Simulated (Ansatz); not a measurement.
Write the native input for Ansatz 0.2.0 that does the following.

```yaml
Task: relaxation of cell and atoms
Functional: revPBE
Dispersion: D3(BJ)
Potentials_or_basis: Ansatz PAW
Cutoff: "420 eV (not typed: the program's choice for these potentials)"
k_mesh: 9 × 9 × 9
Occupations: fermi-dirac, width 0.05 eV
Spin: no spin polarisation
```

Crystal: SiO.

```
CELL_PARAMETERS angstrom
2.80697 0.00000 0.00000
0.00000 2.80697 0.00000
0.00000 0.00000 2.80697
ATOMIC_POSITIONS crystal
Si 0.00000 0.00000 0.00000
O 0.50000 0.50000 0.50000
```

The cell was built by a generator and needn't be a form met in nature.

One way to write it, as run:

input.yaml

```yaml
crystal:
  lattice:
    - [2.80697, 0.0, 0.0]
    - [0.0, 2.80697, 0.0]
    - [0.0, 0.0, 2.80697]
  atoms:
    - { symbol: Si, position: [0.0, 0.0, 0.0] }
    - { symbol: O, position: [0.5, 0.5, 0.5] }
hamiltonian:
  xc: revpbe
  pseudopotentials: { kind: paw }
  dispersion: d3bj
kpoints:
  mp_grid: { grid: [9, 9, 9] }
scf:
  occupations: { method: fermi_dirac, width: 0.05 }
output:
  forces: true
  stress: true
  eigenvalues: true
relax:
  f_tol: 0.01
  max_steps: 40
  cell: { stress_tol: 0.05 }
```

Potentials or basis: Ansatz PAW.

The run is started by

```console
$ ansatz run input.yaml --threads 2 --pin off --max-ram 5632MiB --backend cpu --events-out ev --progress --plain --runs-dir out
```

It gave:

The relaxed volume is 10.74 Å³/atom. The relaxed cell is a = 2.780 Å, b = 2.780 Å, c = 2.780 Å, α = 90.00°, β = 90.00°, γ = 90.00° and the space group after relaxing (to 0.05 Å) is Pm-3m (No. 221). The energy gained by relaxing is 1.6 meV/atom. The ionic steps are 7 and the pressure after relaxing is 0.0 GPa. The band gap on the k mesh is none (metal or under the smearing width).

Caveat: the plane-wave basis is chosen anew once the cell has moved, so the energies of steps on either side of that aren't comparable; the pressure holds a Pulay correction of +0.5 GPa for the finite cutoff; pairwise dispersion overbinds metals, which lowers pressure and volume; the PAW data sets come from PBE, with cores solved anew for the run's functional, which leaves a small shift of forces and pressure.

Wall time 4.4 s on 2 threads of Intel(R) Xeon(R) Processor @ 2.70GHz, on a shared host, peak memory 0.3 GiB.
